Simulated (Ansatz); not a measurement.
# HgTe, space group Cmcm: a supercell folding check

Computed with the Ansatz DFT code, driven from Python.

The cells in order, each with its output:

**Cell 1**
```python
import ansatz as az
from ase import Atoms
```

**Cell 2**
```python
atoms = Atoms(
    ["Hg", "Hg", "Te", "Te"],
    scaled_positions=[
        (0.34305, 0.65695, 0.75),
        (0.65695, 0.34305, 0.25),
        (0.78481, 0.21519, 0.75),
        (0.21519, 0.78481, 0.25),
    ],
    cell=[
        (2.99252, -3.46693, 0.0),
        (2.99252, 3.46693, 0.0),
        (0.0, 0.0, 5.79816),
    ],
    pbc=True,
)
cell = az.Crystal.from_ase(atoms)
```

**Cell 3**
```python
# the mesh shrinks as the cell grows, so that all cells sample the same points
mesh = (4, 4, 4)
rows = []
for repeats in [(1, 1, 1), (1, 1, 2)]:
    setup = cell.supercell(*repeats).calculation()
    setup = setup.functional("pbesol", dispersion="D3(BJ)").occupations("fermi_dirac", width=0.1)
    setup = setup.kpoints(*(k // n for k, n in zip(mesh, repeats)))
    r = setup.run().report
    n = len(r["lattice"]["sites"])
    rows.append((repeats, n, r["free_energy_ev"] / n, r["fermi_energy_ev"], r["n_kpoints"], r["n_symmetry_ops"]))
print("       repeats           atoms       F/atom eV  Fermi level eV        k-points  symmetry operations")
for row in rows:
    print(f"{str(row[0]):>14s}  {row[1]:14d}  {row[2]:14.5f}  {row[3]:14.4f}  {row[4]:14d}  {row[5]:19d}")
```
Output:
```text
DeckWarning: basis.ecutwfc = 420 eV, auto-derived from the records' recommended cutoffs: set by Hg (normal level)
       repeats           atoms       F/atom eV  Fermi level eV        k-points  symmetry operations
     (1, 1, 1)               4    -10285.16347         10.0627              21                    8
     (1, 1, 2)               8    -10285.16347         10.0627              14                   16
```

Reading the output:
- Absolute energies stand on the zero of these potentials, so only differences at equal settings mean something.
- Dispersion corrections can be off by several per cent in the lattices of metals, and by several GPa in the pressure at a fixed cell.
- For a metal this k-point mesh is coarse: on a finer one energies can move by several to tens of meV an atom and pressures by half a GPa or more, differences at one mesh by less.
- Spin-orbit coupling, which matters for elements this heavy, is left out.
- This cell is a computed structure, which may not be the phase found in nature.
- Warnings are shown shortened and without file and line.
- The count of operations in a supercell holds its pure translations too, and an uneven repeat can lower the point group.
- Run time: 11 s on 1 thread of Arm Neoverse V2, with other jobs on the host, peak memory 0.61 GiB.

(Lines on the test bed's own set-up are left out of the output.)
